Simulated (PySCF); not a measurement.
**PbI2: other functionals and bases at one geometry**

Aim: see how levels, charges and forces of PbI2 depend on the level of theory. The species was built from a template and needn't be a known compound.

Computed with PySCF 2.14.0. Level: several levels, as the steps say, no spin–orbit coupling.

3 further runs of the same task are left out: 2 for a known fault of the program, 1 set aside as unsound or not needed.

## 1. Starting geometry

3 atoms, charge 0, spin multiplicity 1.

Bond lengths: Pb1–I2 2.852 Å, Pb1–I3 2.852 Å. Angles: I2–Pb1–I3 103.8°.

Geometry (Å):

```xyz
3
charge 0, multiplicity 1
Pb    1.1194    0.0421    0.0000
I    -0.6395   -0.0241    2.2442
I    -0.6395   -0.0241   -2.2442
```

Formal oxidation states: Pb +2. An earlier session relaxed this geometry at TPSS, Pb def2-SVP with ECP60, I def2-SVP with ECP28 (singlet, point group C2v).

At TPSS on the finer grid: E = -788.116667 Eh, HOMO -6.23 eV, LUMO -3.87 eV, Mulliken charge on Pb1 +0.54 e, largest force component 0.059 eV/Å. 

Levels to run: PBE0; HF; revPBE; PBE; TPSS, TZVP; TPSS, x2c-SVP. Hardware: 2 threads of Intel Xeon at 2.50GHz (Skylake/Cascade Lake), shared host.

## 2. PBE0

The input, run.py (the lines that set the calculation):

```python
mol = gto.M(atom='''
Pb     1.11938     0.04211     0.00000
I     -0.63949    -0.02406     2.24418
I     -0.63949    -0.02406    -2.24418''',
    basis={'Pb': 'def2-SVP', 'I': 'def2-SVP'},
    ecp={'Pb': 'def2-SVP', 'I': 'def2-SVP'},
    charge=0, spin=0)
mf = dft.RKS(mol, xc='PBE0')
mf.grids.atom_grid = (75, 302)
mf = mf.density_fit()  # fitting sets: Pb def2-universal-JKFIT, I def2-universal-JKFIT
mf.conv_tol = 1e-08; mf.max_cycle = 55
mf.kernel(dm0)  # dm0: the density of the relaxed state
```

Run with:

```
$ OMP_NUM_THREADS=2 python run.py
```

## 3. HF

run.py (the lines that set the calculation), as its differences from that of step 2:

```diff
@@ -7,4 +7,3 @@
     charge=0, spin=0)
-mf = dft.RKS(mol, xc='PBE0')
-mf.grids.atom_grid = (75, 302)
+mf = scf.RHF(mol)
 mf = mf.density_fit()  # fitting sets: Pb def2-universal-JKFIT, I def2-universal-JKFIT
```

## 4. revPBE

run.py (the lines that set the calculation), as its differences from that of step 3:

```diff
@@ -7,3 +7,4 @@
     charge=0, spin=0)
-mf = scf.RHF(mol)
+mf = dft.RKS(mol, xc='PBE_R,PBE')
+mf.grids.atom_grid = (75, 302)
 mf = mf.density_fit()  # fitting sets: Pb def2-universal-JKFIT, I def2-universal-JKFIT
```

## 5. PBE

run.py (the lines that set the calculation), as its differences from that of step 4:

```diff
@@ -7,3 +7,3 @@
     charge=0, spin=0)
-mf = dft.RKS(mol, xc='PBE_R,PBE')
+mf = dft.RKS(mol, xc='PBE')
 mf.grids.atom_grid = (75, 302)
```

## 6. TPSS, TZVP

Basis: Pb def2-TZVP with ECP60, I def2-TZVP with ECP28. 

The input, run.py (the lines that set the calculation):

```python
mol = gto.M(atom='''
Pb     1.11938     0.04211     0.00000
I     -0.63949    -0.02406     2.24418
I     -0.63949    -0.02406    -2.24418''',
    basis={'Pb': 'def2-TZVP', 'I': 'def2-TZVP'},
    ecp={'Pb': 'def2-TZVP', 'I': 'def2-TZVP'},
    charge=0, spin=0)
mf = dft.RKS(mol, xc='TPSS')
mf.grids.atom_grid = (75, 302)
mf = mf.density_fit()  # fitting sets: Pb def2-universal-JKFIT, I def2-universal-JKFIT
mf.conv_tol = 1e-08; mf.max_cycle = 55
mf.kernel(dm0)  # dm0: free metal ions and neutral atoms
```

## 7. TPSS, x2c-SVP

Basis: Pb x2c-SVPall, I x2c-SVPall. All electrons are treated, with the spin-free X2C Hamiltonian.

The input, run.py (the lines that set the calculation):

```python
mol = gto.M(atom='''
Pb     1.11938     0.04211     0.00000
I     -0.63949    -0.02406     2.24418
I     -0.63949    -0.02406    -2.24418''',
    basis={'Pb': 'x2c-SVPall', 'I': 'x2c-SVPall'},
    nucmod='G',
    charge=0, spin=0)
mf = dft.RKS(mol, xc='TPSS')
mf.grids.atom_grid = (99, 590)
mf = mf.density_fit()  # fitting sets: Pb AutoAux, I AutoAux
mf = mf.sfx2c1e()
mf.conv_tol = 1e-08; mf.max_cycle = 55
mf.kernel(dm0)  # dm0: free metal ions and neutral atoms
```

**Question.** What will these runs give? Wanted: for each run, HOMO; gap; charge on Pb1; dipole; largest force.

As calculated:

| level | state | HOMO (eV) | gap (eV) | charge on Pb1 (e) | dipole (D) | largest force (eV/Å) | basis functions | time |
| --- | --- | --- | --- | --- | --- | --- | --- | --- |
| TPSS (relaxed here) | singlet | -6.23 | 2.37 | 0.54 | 3.73 | 0.06 | 78 | 29 s |
| PBE0 | singlet | -7.22 | 3.85 | 0.57 | 3.98 | 0.18 | 78 | 8.8 s |
| HF | singlet | -9.29 | 8.43 | 0.77 | 4.78 | 0.13 | 78 | 6 s |
| revPBE | singlet | -6.07 | 2.26 | 0.51 | 3.60 | 0.22 | 78 | 9 s |
| PBE | singlet | -6.13 | 2.23 | 0.49 | 3.51 | 0.08 | 78 | 9.4 s |
| TPSS, TZVP | singlet | -6.29 | 2.43 | 0.64 | 3.65 | 0.14 | 150 | 38 s |
| TPSS, x2c-SVP | singlet | -6.15 | 2.34 | 0.56 | 3.52 | 0.38 | 134 | 1.7 min |

Times are on 2 threads of Intel Xeon at 2.50GHz (Skylake/Cascade Lake), shared host; the first row also made further properties.

In one basis the HOMO–LUMO gap runs from 2.23 eV (PBE) to 8.43 eV (HF). The largest leftover force, 0.38 eV/Å with TPSS, x2c-SVP, stands at a geometry relaxed at another level. The Mulliken charge on Pb spans +0.49 to +0.77 e over the levels. Total energies of different levels can't be compared. Spin–orbit coupling is left out throughout.
